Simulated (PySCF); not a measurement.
# BH₈NSi₂: electronic excitations and core binding energies

Wanted: the electronic excitations and core binding energies of BH₈NSi₂ (`B[SiH2]N[SiH3]`), by calculation.

The runs use PySCF 2.14.0, with density-fitted response routines of our own; the level of theory stands in each step. All values are computed, except where a source is named. Atoms count from 0, in the outputs and in this text.

**1. Starting geometry**

12 atoms, charge 0, multiplicity 1; geometry from: GFN2-xTB.

Bonds of the start (Å): B0–Si1 1.95, Si1–N2 1.75, N2–Si3 1.73, B0–H4 1.17, B0–H5 1.17, Si1–H6 1.48, Si1–H7 1.48, N2–H8 1.01, Si3–H9 1.46, Si3–H10 1.46, Si3–H11 1.47.

**2. Ultraviolet spectrum: PBE0/def2-SVPD**

What the job is given:

```
{"job": {"kind": "uv", "xc": "PBE0", "basis": "def2-SVPD", "nstates": 8, "ntriplets": 3}, "charge": 0, "multiplicity": 1}
B      2.025077     0.348217     0.759634
Si     0.906063    -0.854957    -0.292369
N     -0.672275    -0.179493    -0.628120
Si    -1.790844     0.618835     0.420491
H      3.077437    -0.004619     1.131545
H      1.714628     1.442172     1.029826
H      1.420785    -1.150960    -1.648526
H      0.710730    -2.193844     0.319354
H     -1.110650    -0.572611    -1.446377
H     -2.729823     1.333742    -0.446464
H     -1.022349     1.533869     1.261028
H     -2.527581    -0.321036     1.278672
```

With the program's defaults for keys left out, this is: TDDFT PBE0/def2-SVPD, vertical, gas phase, core orbitals frozen in the response.

Launch:

```console
$ OMP_NUM_THREADS=1 python probes_run.py task.json out
```

One launch serves the whole session: the jobs run in the order shown.

Standard output:

```text
coarse grid: 10360 points
cycle   1  E = -662.6720019024  dE = -1.482e-02  |g| = 4.178e-01  |ddm| = 3.917e+00
cycle   2  E = -662.6203163880  dE =  5.169e-02  |g| = 6.271e-01  |ddm| = 1.286e+00
cycle   3  E = -662.7108956746  dE = -9.058e-02  |g| = 4.321e-02  |ddm| = 7.302e-01
cycle   4  E = -662.7114157509  dE = -5.201e-04  |g| = 8.810e-03  |ddm| = 9.280e-02
cycle   5  E = -662.7114430765  dE = -2.733e-05  |g| = 1.944e-03  |ddm| = 2.267e-02
cycle   6  E = -662.7114445909  dE = -1.514e-06  |g| = 3.744e-04  |ddm| = 5.027e-03
final grid: 89032 points
cycle   7  E = -662.7897817559  dE = -1.527e-05  |g| = 5.095e-03  |ddm| = 4.505e-02
cycle   8  E = -662.7897755870  dE =  6.169e-06  |g| = 7.425e-03  |ddm| = 1.491e-02
cycle   9  E = -662.7897882457  dE = -1.266e-05  |g| = 6.379e-04  |ddm| = 8.581e-03
cycle  10  E = -662.7897883769  dE = -1.313e-07  |g| = 7.405e-05  |ddm| = 1.105e-03
cycle  11  E = -662.7897883789  dE = -1.940e-09  |g| = 2.364e-05  |ddm| = 2.169e-04
cycle  12  E = -662.7897883791  dE = -1.992e-10  |g| = 3.875e-06  |ddm| = 5.583e-05
converged SCF energy = -662.7897883791

Static polarisability (au): isotropic 76.061, principal 65.656 76.891 85.637

Singlet excitations
state   eV       nm        f      main configurations
  1   3.4103    363.6   0.00347   H->L 0.98
  2   4.4865    276.3   0.00538   H-1->L 0.95
  3   5.3997    229.6   0.00090   H-4->L 0.88
  4   5.8665    211.3   0.00881   H->L+1 0.65, H-2->L 0.32
  5   5.8806    210.8   0.01530   H-2->L 0.59, H->L+1 0.33
  6   5.9580    208.1   0.02831   H-3->L 0.93
  7   6.7229    184.4   0.01209   H-5->L 0.93
  8   6.8594    180.8   0.01903   H->L+2 0.54, H-6->L 0.36

Triplet excitations (Tamm-Dancoff, eV): 2.9977 3.7548 4.6357
```

Run time: 23 s. Hardware: 1 thread of Arm Neoverse N1, shared host; peak memory 0.59 GiB.

Frontier orbitals and where they lie:

| orbital | eV | atoms |
| --- | --- | --- |
| HOMO−3 | -9.57 | Si3 32 %, H10 26 %, Si1 8 % |
| HOMO−2 | -9.43 | Si3 22 %, H9 19 %, Si1 19 % |
| HOMO−1 | -8.76 | B0 34 %, Si1 28 %, H6 10 % |
| HOMO | -7.19 | N2 53 %, Si1 11 %, Si3 10 % |
| LUMO | -2.64 | B0 55 %, Si1 20 %, H5 9 % |
| LUMO+1 | 0.07 | Si1 21 %, Si3 21 %, H8 11 % |
| LUMO+2 | 0.72 | B0 40 %, Si3 16 %, Si1 10 % |

With each of the 8 states as a Gaussian band of 0.4 eV half-width at 1/e, the curve within the window shown has maxima at 363 nm (ε 140), 276 nm (ε 220), 209 nm (ε 2,100), 182 nm (ε 1,200) L/(mol cm). Beyond the last state computed it falls off for lack of states. The curve at chosen wavelengths:

| nm | ε (L/mol/cm) |
| --- | --- |
| 173 | 588 |
| 184 | 1222 |
| 194 | 988 |
| 205 | 1957 |
| 216 | 1723 |
| 227 | 604 |
| 237 | 149 |
| 248 | 67 |
| 259 | 130 |
| 269 | 200 |
| 280 | 213 |
| 291 | 159 |
| 302 | 94 |
| 312 | 61 |
| 323 | 61 |
| 334 | 85 |
| 345 | 116 |
| 355 | 135 |
| 366 | 140 |
| 377 | 128 |
| 387 | 107 |
| 398 | 81 |
| 409 | 57 |
| 420 | 38 |
| 430 | 25 |
| 441 | 15 |

Ground-state properties from the same run:

```csv
property,computed
dipole moment (D),0.34
polarisability (Å³),11.27
HOMO–LUMO gap (eV),4.55
−ε(HOMO) (eV),7.19
```

**3. Core holes by ΔSCF: SCAN, X2C**

The job, as its differences from that of step 2:

```diff
@@ -1,2 +1,2 @@
-{"job": {"kind": "uv", "xc": "PBE0", "basis": "def2-SVPD", "nstates": 8, "ntriplets": 3}, "charge": 0, "multiplicity": 1}
+{"job": {"kind": "xps"}, "charge": 0, "multiplicity": 1}
 B      2.025077     0.348217     0.759634
```

Level: delta-SCF UKS SCAN, pcX-2 on the ionised atom, pcseg-1 elsewhere, spin-free X2C.

Standard output:

```text
ground state, core basis on atom 0 (B), 135 functions
  cycle   1  E = -664.37713112  |g| = 5.09e-01
  cycle   2  E = -664.21241405  |g| = 9.40e-01
  cycle   3  E = -664.43317109  |g| = 1.01e-01
  cycle   4  E = -664.43631636  |g| = 2.53e-02
  cycle   5  E = -664.43650827  |g| = 7.72e-03
  cycle   6  E = -664.43653405  |g| = 1.67e-03
  cycle   7  E = -664.43653255  |g| = 4.35e-04
  E(ground) = -664.50434643 Eh
hole in B 1s of atom 0
  cycle   1  E = -656.81260223  |g| = 1.14e+00
  cycle   2  E = -655.03547113  |g| = 1.89e+00
  cycle   3  E = -656.98863108  |g| = 6.21e-01
  cycle   4  E = -656.35125079  |g| = 9.51e-01
  cycle   5  E = -657.15417035  |g| = 3.21e-01
  cycle   6  E = -656.59626432  |g| = 7.64e-01
  cycle   7  E = -657.18105182  |g| = 3.42e-01
  cycle   8  E = -657.20718049  |g| = 2.81e-01
  cycle   9  E = -657.23399055  |g| = 2.11e-01
  cycle  10  E = -657.25205304  |g| = 1.29e-01
  cycle  11  E = -657.26476065  |g| = 2.39e-02
  cycle  12  E = -657.26507564  |g| = 1.40e-02
  cycle  13  E = -657.26518525  |g| = 9.42e-03
  cycle  14  E = -657.26526677  |g| = 1.13e-03
  cycle  15  E = -657.26526559  |g| = 1.69e-03
  cycle  16  E = -657.26526834  |g| = 1.64e-04
  E(ion) = -657.33198273 Eh   <S^2> = 1.6223   hole on atom = 1.000   binding energy = 195.170 eV
ground state, core basis on atom 1 (Si), 146 functions
  cycle   1  E = -664.54260156  |g| = 2.87e-01
  cycle   2  E = -664.54265843  |g| = 4.11e-02
  cycle   3  E = -664.54263727  |g| = 3.35e-02
  cycle   4  E = -664.54282939  |g| = 1.01e-02
  cycle   5  E = -664.54285479  |g| = 1.47e-03
  cycle   6  E = -664.54285506  |g| = 1.23e-04
  E(ground) = -664.56751877 Eh
hole in Si 1s of atom 1
  cycle   1  E = -595.62631433  |g| = 4.35e+00
  cycle   2  E = -595.62207575  |g| = 2.17e+00
  cycle   3  E = -596.33379214  |g| = 7.45e-01
  cycle   4  E = -596.64411921  |g| = 2.79e-01
  cycle   5  E = -596.67160972  |g| = 1.60e-01
  cycle   6  E = -596.68395394  |g| = 2.71e-02
  cycle   7  E = -596.68426932  |g| = 5.58e-03
  cycle   8  E = -596.68428642  |g| = 1.85e-03
  cycle   9  E = -596.68428821  |g| = 4.64e-04
  E(ion) = -596.71636907 Eh   <S^2> = 0.7521   hole on atom = 1.000   binding energy = 1846.324 eV
hole in Si 2p of atom 1
  cycle   1  E = -660.28383052  |g| = 1.23e+00
  cycle   2  E = -660.14171627  |g| = 1.10e+00
  cycle   3  E = -660.56676859  |g| = 2.59e-01
  cycle   4  E = -660.59993056  |g| = 1.27e-01
  cycle   5  E = -660.60602163  |g| = 5.71e-02
  cycle   6  E = -660.60772229  |g| = 4.62e-03
  cycle   7  E = -660.60773233  |g| = 1.90e-03
  cycle   8  E = -660.60773541  |g| = 3.65e-04
  E(ion) = -660.64350651 Eh   <S^2> = 0.7518   hole on atom = 1.002   binding energy = 106.778 eV
  2p3/2 = 106.546 eV   2p1/2 = 107.170 eV
ground state, core basis on atom 2 (N), 135 functions
  cycle   1  E = -664.46178749  |g| = 7.48e-02
  cycle   2  E = -664.46182394  |g| = 1.85e-02
  cycle   3  E = -664.46183266  |g| = 1.93e-02
  cycle   4  E = -664.46191537  |g| = 5.43e-03
  cycle   5  E = -664.46191959  |g| = 5.03e-04
  cycle   6  E = -664.46191938  |g| = 7.56e-05
  E(ground) = -664.52643638 Eh
hole in N 1s of atom 2
  cycle   1  E = -648.90409439  |g| = 1.87e+00
  cycle   2  E = -648.23261669  |g| = 2.08e+00
  cycle   3  E = -649.57116365  |g| = 3.76e-01
  cycle   4  E = -649.61890397  |g| = 7.74e-02
  cycle   5  E = -649.62167658  |g| = 1.72e-02
  cycle   6  E = -649.62186218  |g| = 4.08e-03
  cycle   7  E = -649.62187366  |g| = 1.20e-03
  cycle   8  E = -649.62187399  |g| = 4.63e-04
  E(ion) = -649.68463219 Eh   <S^2> = 0.7650   hole on atom = 1.000   binding energy = 403.866 eV
ground state, core basis on atom 3 (Si), 146 functions
  cycle   1  E = -664.54339586  |g| = 2.88e-01
  cycle   2  E = -664.54350262  |g| = 4.25e-02
  cycle   3  E = -664.54355481  |g| = 2.84e-02
  cycle   4  E = -664.54365141  |g| = 2.77e-03
  cycle   5  E = -664.54365227  |g| = 4.62e-04
  E(ground) = -664.56851924 Eh
hole in Si 1s of atom 3
  cycle   1  E = -595.62238109  |g| = 4.35e+00
  cycle   2  E = -595.80230516  |g| = 2.08e+00
  cycle   3  E = -596.41881291  |g| = 6.67e-01
  cycle   4  E = -596.62723378  |g| = 3.06e-01
  cycle   5  E = -596.66415495  |g| = 1.41e-01
  cycle   6  E = -596.67386421  |g| = 2.25e-02
  cycle   7  E = -596.67406689  |g| = 6.38e-03
  cycle   8  E = -596.67409116  |g| = 1.92e-03
  cycle   9  E = -596.67409396  |g| = 4.40e-04
  E(ion) = -596.70650068 Eh   <S^2> = 0.7520   hole on atom = 1.000   binding energy = 1846.620 eV
hole in Si 2p of atom 3
  cycle   1  E = -660.28089319  |g| = 1.23e+00
  cycle   2  E = -660.22333554  |g| = 1.03e+00
  cycle   3  E = -660.56677709  |g| = 2.40e-01
  cycle   4  E = -660.59144503  |g| = 1.30e-01
  cycle   5  E = -660.59857110  |g| = 4.33e-02
  cycle   6  E = -660.59955477  |g| = 5.06e-03
  cycle   7  E = -660.59956455  |g| = 1.89e-03
  cycle   8  E = -660.59956776  |g| = 3.29e-04
  E(ion) = -660.63534496 Eh   <S^2> = 0.7517   hole on atom = 1.002   binding energy = 107.027 eV
  2p3/2 = 106.801 eV   2p1/2 = 107.425 eV
```

It took 62 s on 1 thread of Arm Neoverse N1, shared host; peak memory 0.44 GiB.

Binding energies by hole, beside the orbital energy of the ground state; the difference holds orbital relaxation and, for a density functional, its self-interaction error:

```csv
hole,stands for,environment,ΔSCF (eV; 2p as the shell's mean),−ε (eV),⟨S²⟩
B1s on B0,B0,"boron bonded to Si, 2 H",195.17 (doubtful),180.5,1.622
Si1s on Si1,Si1,"silicon bonded to B, N, 2 H",1846.32,1793.1,0.752
Si2p on Si1,Si1,"silicon bonded to B, N, 2 H",106.75,96.0,0.752
N1s on N2,N2,"nitrogen bonded to 2 Si, H",403.87,385.2,0.765
Si1s on Si3,Si3,"silicon bonded to N, 3 H",1846.62,1793.2,0.752
Si2p on Si3,Si3,"silicon bonded to N, 3 H",107.01,96.1,0.752
```

Doubtful: the ion did not converge, its hole moved, or its ⟨S²⟩ is well above 0.75.

With the spin-orbit splitting: Si1 2p3/2 106.55, 2p1/2 107.17 eV; Si3 2p3/2 106.80, 2p1/2 107.42 eV. The table gives each 2p level as the mean over the whole 2p shell (two parts 2p3/2, one part 2p1/2), which differs a little from the single hole in the log.

**4. Summary of results**

```
                                quantity                        value
         lowest singlet (PBE0/def2-SVPD)  3.41 eV (364 nm), f = 0.003
brightest single state of those computed  state 6, 5.96 eV, f = 0.028
                          lowest triplet                      3.00 eV
       Si1s binding energies, SCAN/pcX-2  Si3 1846.62, Si1 1846.32 eV
       Si2p binding energies, SCAN/pcX-2    Si3 107.01, Si1 106.75 eV
        N1s binding energies, SCAN/pcX-2                 N2 403.87 eV
```

The lowest singlet, at 3.41 eV, is HOMO→LUMO 0.98 and is weak; of the 8 states computed, the strongest absorption comes from state 6 at 5.96 eV. The lowest triplet lies 0.41 eV below the lowest singlet (triplets in Tamm-Dancoff, singlets in full TDDFT). Si3 (silicon bonded to N, 3 H) binds its Si1s electron 0.30 eV more tightly than Si1 (silicon bonded to B, N, 2 H). The Si2p levels kept as sound span 0.26 eV, from Si1 (silicon bonded to B, N, 2 H) up to Si3 (silicon bonded to N, 3 H).
